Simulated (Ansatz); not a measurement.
# ZnSe (ZnSe (110), 3 layers): a single-point run

The task is a single-point run on ZnSe (ZnSe (110), 3 layers). The structure is shown as the input types it.

Method: DFT, r2SCAN, PAW with Ansatz's default frozen-core files, scalar-relativistic, in Ansatz 0.2.0.

1 further run of the same task is left out (it didn't finish).

## (1) The structure to begin with

Symmetry: Pmm2, No. 25, orthorhombic system. The conventional cell has a = 4.005 Å, b = 20.005 Å, c = 5.664 Å, α = 90.00°, β = 90.00°, γ = 90.00°. Around Zn (site symmetry m) lie 3 Se at 2.45 Å. Around Se (site symmetry m) lie 3 Zn at 2.45 Å. Around Zn (site symmetry mm2) lie 4 Se at 2.45 Å. Around Se (site symmetry mm2) lie 4 Zn at 2.45 Å.

Structure file:

```xyz
6
Lattice="4.0052 0.0000 0.0000 0.0000 5.6642 0.0000 0.0000 0.0000 20.0052" Properties=species:S:1:pos:R:3 pbc="T T T"
Zn    1.0013    0.7080    8.0000
Se    3.0039    4.9562    8.0000
Zn    3.0039    3.5401   10.0026
Se    1.0013    2.1241   10.0026
Zn    1.0013    0.7080   12.0052
Se    3.0039    4.9562   12.0052
```

## (2) Running it

The input, input.yaml:

```yaml
crystal:
  lattice:
    - [4.0052217771, 0.0, 0.0]
    - [0.0, 5.6642389575, 0.0]
    - [0.0, 0.0, 20.0052]
  atoms:
    - { symbol: Zn, position: [0.25, 0.125, 0.3998954827] }
    - { symbol: Se, position: [0.75, 0.875, 0.3998954827] }
    - { symbol: Zn, position: [0.75, 0.625, 0.5] }
    - { symbol: Se, position: [0.25, 0.375, 0.5] }
    - { symbol: Zn, position: [0.25, 0.125, 0.6001045173] }
    - { symbol: Se, position: [0.75, 0.875, 0.6001045173] }
kpoints:
  mp_grid: { grid: [8, 6, 1] }
scf:
  occupations: { method: fermi_dirac, width: 0.02 }
  mixing: { algorithm: anderson, beta: 1.5, ndim: 1, preconditioner: none }
  max_iter: 75
hamiltonian:
  xc: r2scan
  pseudopotentials: { kind: paw }
output:
  forces: true
  stress: true
  eigenvalues: true
  populations: true
efield:
  axis: 3
  amplitude: 0
  dipole_correction: true
```

The run is started by

```bash
$ ansatz run input.yaml --threads 2 --pin off --max-ram 4096MiB --backend cpu --events-out ev --progress --plain --runs-dir out
```

**Question.** How will this run end, and is anything wrong with its input?

The run ended at the input check. Its message: «invalid value for `scf.mixing.beta`: must be finite and in (0, 1]; got 1.5»

The number typed is not permitted for that setting.

What to do: choose a value inside the allowed range.
